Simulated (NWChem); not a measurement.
**One shape, several levels: C2H6AlFO2 (SMILES C[O][Al]([F])[O]C)**

We compute a comparison of 3 runs (HF/def2-SVP, BP86/STO-3G, PBE0/def2-SVP) of C2H6AlFO2. 

Program for the calculation: NWChem 7.3.0.

## (1) The structure to begin with

The species is C2H6AlFO2 (12 atoms), meant as a singlet with charge 0. As SMILES, `C[O][Al]([F])[O]C`. Geometry: relaxed at PBE0-D4/def2-TZVP. This is one conformer, not always the lowest.

Bond lengths: C1–O2 1.395 Å, O2–Al3 1.669 Å, Al3–F4 1.639 Å, Al3–O5 1.669 Å, O5–C6 1.395 Å, C1–H7 1.095 Å, C1–H8 1.097 Å, C1–H9 1.095 Å, C6–H10 1.095 Å, C6–H11 1.095 Å, C6–H12 1.097 Å. Some angles: C1–O2–Al3 139.5°, O2–Al3–F4 117.0°, O2–Al3–O5 126.0°, F4–Al3–O5 117.0°, Al3–O5–C6 139.9°, O2–C1–H7 110.0°, O2–C1–H8 112.8°, O2–C1–H9 110.0°, O5–C6–H10 110.0°, O5–C6–H11 110.0°.

## (2) Energy and forces at HF/def2-SVP (run 1)

Input file work.nw:

```
start work
title "C2H6AlFO2 hf"
memory 2200 mb
geometry noautosym nocenter noautoz
  C       -1.234700      -1.590600       0.559400
  O       -1.271400      -0.286900       1.055300
  Al      -0.478000       1.168700       0.859000
  F       -0.993800       2.425800       1.774800
  O        0.791700       1.461500      -0.183700
  C        1.572000       0.794000      -1.128000
  H       -1.051500      -2.297100       1.375400
  H       -0.452800      -1.736300      -0.195600
  H       -2.196500      -1.844900       0.102700
  H        2.625300       0.821800      -0.831100
  H        1.483400       1.285500      -2.102200
  H        1.283300      -0.256600      -1.251900
end
basis spherical bse
  * library def2-SVP
end
scf
  singlet
  rhf
  thresh 1e-08
  maxiter 80
end
task scf gradient
```

Command:

```console
$ nwchem work.nw > work.out
```

The log of the run:

```text
[...]
  functions       =   118
[...]
  wavefunction    = RHF
[...]
         Total SCF energy =   -570.143784235923
      One-electron energy =  -1389.027440434605
      Two-electron energy =    518.067012748872
 Nuclear repulsion energy =    300.816643449810
        Time for solution =     25.7s
[...]
                         RHF ENERGY GRADIENTS
    atom               coordinates                        gradient
                 x          y          z           x          y          z
   1 C      -2.333245  -3.005798   1.057113    0.003474  -0.004283  -0.004711
   2 O      -2.402598  -0.542162   1.994228   -0.004531   0.008473   0.007049
   3 Al     -0.903289   2.208523   1.623275    0.001376  -0.003109  -0.002350
   4 F      -1.878010   4.584097   3.353886    0.000588  -0.001452  -0.001046
   5 O       1.496096   2.761835  -0.347143   -0.003040   0.009590   0.006191
   6 C       2.970649   1.500442  -2.131611    0.000901  -0.006449  -0.003083
   7 H      -1.987047  -4.340890   2.599129    0.000407  -0.001199   0.001959
   8 H      -0.855668  -3.281131  -0.369630    0.001441  -0.000836  -0.001577
   9 H      -4.150783  -3.486355   0.194075   -0.002102  -0.000141  -0.000831
  10 H       4.961098   1.552977  -1.570551    0.002051   0.000274   0.000917
  11 H       2.803220   2.429243  -3.972582   -0.000413   0.001299  -0.001877
[...]
```

Wall time 34 s (1 thread of Intel Xeon Platinum 8259CL at 2.50GHz (Skylake/Cascade Lake), shared host); peak memory 0.1 GiB.

## (3) Energy and gradient at BP86/STO-3G (run 2)

Input file c2h6alfo2.xyz:

```xyz
12
C2H6AlFO2 gradient
C     -1.234700    -1.590600     0.559400
O     -1.271400    -0.286900     1.055300
Al    -0.478000     1.168700     0.859000
F     -0.993800     2.425800     1.774800
O      0.791700     1.461500    -0.183700
C      1.572000     0.794000    -1.128000
H     -1.051500    -2.297100     1.375400
H     -0.452800    -1.736300    -0.195600
H     -2.196500    -1.844900     0.102700
H      2.625300     0.821800    -0.831100
H      1.483400     1.285500    -2.102200
H      1.283300    -0.256600    -1.251900
```

Input file run.py:

```python
from ase.io import read
from ase.calculators.nwchem import NWChem

mol = read('c2h6alfo2.xyz')

calc = NWChem(
    label='c2h6alfo2',
    theory='dft',
    memory='2200 mb',
    basis='STO-3G',
    basispar='spherical bse',
    dft={'xc': 'becke88 perdew86', 'mult': '1', 'grid': 'xfine', 'convergence': 'energy 1e-08', 'iterations': '100', 'mulliken': None},
)
mol.calc = calc

forces = mol.get_forces()
e = mol.get_potential_energy()
print(f"E = {e:.6f} eV")
print("forces (eV/A):")
for s, f in zip(mol.symbols, forces):
    print(f"{s:2s} {f[0]:10.5f} {f[1]:10.5f} {f[2]:10.5f}")
print("dipole (e A):", mol.get_dipole_moment().round(4))
```

Command:

```console
$ export ASE_NWCHEM_COMMAND="nwchem PREFIX.nwi > PREFIX.nwo"
$ python run.py
```

The log of the run:

```text
E = -15380.037963 eV
forces (eV/A):
C     0.63542    0.68643   -0.32386
O    -0.92200    1.62159    1.40716
Al    0.32283   -0.77071   -0.56400
F    -0.01034    0.02617    0.01779
O    -0.55248    1.93059    1.18878
C    -0.72690   -0.45766    0.49016
H     0.17525   -0.97270    0.69312
H     0.67039   -0.61989   -0.82394
H    -0.93984   -0.53613   -0.54595
H     1.20549   -0.10912    0.08140
H     0.08927    0.34360   -1.15587
H     0.05291   -1.14224   -0.46486
dipole (e A): [ 0.0753 -0.1803 -0.1323]
```

The calculator wrote c2h6alfo2.nwi:

```
title "c2h6alfo2"

permanent_dir c2h6alfo2

scratch_dir c2h6alfo2

start c2h6alfo2

geometry units angstrom nocenter noautosym noautoz
  C  -1.2346999999999999e+00 -1.5906000000000000e+00 5.5940000000000001e-01
  O  -1.2714000000000001e+00 -2.8689999999999999e-01 1.0552999999999999e+00
  Al -4.7799999999999998e-01 1.1687000000000001e+00 8.5899999999999999e-01
  F  -9.9380000000000002e-01 2.4258000000000002e+00 1.7747999999999999e+00
  O  7.9169999999999996e-01 1.4615000000000000e+00 -1.8370000000000000e-01
  C  1.5720000000000001e+00 7.9400000000000004e-01 -1.1279999999999999e+00
  H  -1.0515000000000001e+00 -2.2970999999999999e+00 1.3754000000000000e+00
  H  -4.5279999999999998e-01 -1.7363000000000000e+00 -1.9560000000000000e-01
  H  -2.1964999999999999e+00 -1.8449000000000000e+00 1.0270000000000000e-01
  H  2.6253000000000002e+00 8.2179999999999997e-01 -8.3109999999999995e-01
  H  1.4834000000000001e+00 1.2855000000000001e+00 -2.1021999999999998e+00
  H  1.2833000000000001e+00 -2.5659999999999999e-01 -1.2519000000000000e+00
end

memory 2200 mb

basis spherical bse noprint
   * library STO-3G
end

dft
  xc becke88 perdew86
  mult 1
  grid xfine
  convergence energy 1e-08
  iterations 100
  mulliken
end

task dft gradient
```

c2h6alfo2.nwo, cut to the lines that bear on the results:

```text
[...]
         Total DFT energy =     -565.205974773383
[...]
  wavefunction    = closed shell
                         DFT ENERGY GRADIENTS
    atom               coordinates                        gradient
                 x          y          z           x          y          z
   1 C      -2.333245  -3.005798   1.057113   -0.012357  -0.013349   0.006298
   2 O      -2.402598  -0.542162   1.994228    0.017930  -0.031535  -0.027365
   3 Al     -0.903289   2.208523   1.623275   -0.006278   0.014988   0.010968
[... 8 lines of this table left out ...]
  12 H       2.425085  -0.484904  -2.365748   -0.001029   0.022213   0.009040
[...]
```

Wall time 33 s (1 thread of Intel Xeon Platinum 8259CL at 2.50GHz (Skylake/Cascade Lake), shared host); peak memory 0.15 GiB.

## (4) Energy and gradient at PBE0/def2-SVP (run 3)

Input file run.py:

```python
from ase import Atoms
from ase.calculators.nwchem import NWChem

mol = Atoms(['C', 'O', 'Al', 'F', 'O', 'C', 'H', 'H', 'H', 'H', 'H', 'H'], positions=[
    [-1.234700, -1.590600, 0.559400],
    [-1.271400, -0.286900, 1.055300],
    [-0.478000, 1.168700, 0.859000],
    [-0.993800, 2.425800, 1.774800],
    [0.791700, 1.461500, -0.183700],
    [1.572000, 0.794000, -1.128000],
    [-1.051500, -2.297100, 1.375400],
    [-0.452800, -1.736300, -0.195600],
    [-2.196500, -1.844900, 0.102700],
    [2.625300, 0.821800, -0.831100],
    [1.483400, 1.285500, -2.102200],
    [1.283300, -0.256600, -1.251900],
])

calc = NWChem(
    label='a',
    theory='dft',
    memory='2200 mb',
    basis='def2-SVP',
    basispar='spherical bse',
    dft={'xc': 'pbe0', 'mult': '1', 'grid': 'fine', 'convergence': 'energy 1e-08', 'iterations': '100', 'mulliken': None},
)
mol.calc = calc

forces = mol.get_forces()
print("Total energy (eV):", round(mol.get_potential_energy(), 6))
print("forces (eV/A):")
for s, f in zip(mol.symbols, forces):
    print(f"{s:2s} {f[0]:10.5f} {f[1]:10.5f} {f[2]:10.5f}")
print("dipole (e A):", mol.get_dipole_moment().round(4))
```

Command:

```console
$ export ASE_NWCHEM_COMMAND="nwchem PREFIX.nwi > PREFIX.nwo"
$ python run.py
```

The log of the run:

```text
Total energy (eV): -15562.102804
forces (eV/A):
C    -0.04520    0.57320    0.24749
O    -0.10588   -0.47982   -0.07358
Al    0.00848   -0.03209   -0.01903
F    -0.15200    0.37091    0.26971
O     0.34674   -0.09307   -0.34694
C    -0.32730    0.33399    0.41292
H     0.03810   -0.24256    0.18949
H     0.20085   -0.08937   -0.21325
H    -0.25259   -0.13102   -0.13329
H     0.31213   -0.01517    0.02880
H     0.02052    0.10202   -0.29321
H    -0.04386   -0.29701   -0.06916
dipole (e A): [ 0.2275 -0.5484 -0.4011]
```

The calculator wrote a.nwi:

```
title "a"

permanent_dir a

scratch_dir a

start a

geometry units angstrom nocenter noautosym noautoz
  C  -1.2346999999999999e+00 -1.5906000000000000e+00 5.5940000000000001e-01
  O  -1.2714000000000001e+00 -2.8689999999999999e-01 1.0552999999999999e+00
  Al -4.7799999999999998e-01 1.1687000000000001e+00 8.5899999999999999e-01
  F  -9.9380000000000002e-01 2.4258000000000002e+00 1.7747999999999999e+00
  O  7.9169999999999996e-01 1.4615000000000000e+00 -1.8370000000000000e-01
  C  1.5720000000000001e+00 7.9400000000000004e-01 -1.1279999999999999e+00
  H  -1.0515000000000001e+00 -2.2970999999999999e+00 1.3754000000000000e+00
  H  -4.5279999999999998e-01 -1.7363000000000000e+00 -1.9560000000000000e-01
  H  -2.1964999999999999e+00 -1.8449000000000000e+00 1.0270000000000000e-01
  H  2.6253000000000002e+00 8.2179999999999997e-01 -8.3109999999999995e-01
  H  1.4834000000000001e+00 1.2855000000000001e+00 -2.1021999999999998e+00
  H  1.2833000000000001e+00 -2.5659999999999999e-01 -1.2519000000000000e+00
end

memory 2200 mb

basis spherical bse noprint
   * library def2-SVP
end

dft
  xc pbe0
  mult 1
  grid fine
  convergence energy 1e-08
  iterations 100
  mulliken
end

task dft gradient
```

a.nwo, cut to the lines that bear on the results:

```text
[...]
         Total DFT energy =     -571.896734340327
[...]
  wavefunction    = closed shell
                         DFT ENERGY GRADIENTS
    atom               coordinates                        gradient
                 x          y          z           x          y          z
   1 C      -2.333245  -3.005798   1.057113    0.000879  -0.011147  -0.004813
   2 O      -2.402598  -0.542162   1.994228    0.002059   0.009331   0.001431
   3 Al     -0.903289   2.208523   1.623275   -0.000165   0.000624   0.000370
[... 8 lines of this table left out ...]
  12 H       2.425085  -0.484904  -2.365748    0.000853   0.005776   0.001345
[...]
```

Wall time 47 s (1 thread of Intel Xeon Platinum 8259CL at 2.50GHz (Skylake/Cascade Lake), shared host); peak memory 0.13 GiB.

## (5) Overview of the runs

```tsv
run	level	iteration cap	module	energy (Eh)	dipole moment (D)	HOMO energy (eV)	LUMO energy (eV)	wall time
1	HF/def2-SVP	80	scf	-570.143784	3.86	-12.18	2.62	34 s
2	BP86/STO-3G	100	dft	-565.205975	1.13	-1.65	4.25	33 s
3	PBE0/def2-SVP	100	dft	-571.896734	3.44	-8.07	-0.28	47 s
```

## (6) Results

| quantity | value |
| --- | --- |
| run 3: total energy | -571.89673 Eh |
| run 3: dipole moment | 3.44 D |
| run 3: HOMO energy | -8.07 eV |
| run 3: LUMO energy | -0.28 eV |
| run 3: HOMO–LUMO gap | 7.80 eV |
| run 3: largest force on an atom | 0.626 eV/Å |

In words: The dipole moment (its size) runs from 1.13 D (BP86/STO-3G) to 3.86 D (HF/def2-SVP). The two ends differ in method and basis. The HOMO–LUMO gap runs from 5.91 eV (BP86/STO-3G) to 14.81 eV (HF/def2-SVP). Totals of different functionals can't be ranked against each other. In run 2 the basis is minimal, so the values are rough. All runs together took 1.9 min, the longest 47 s.
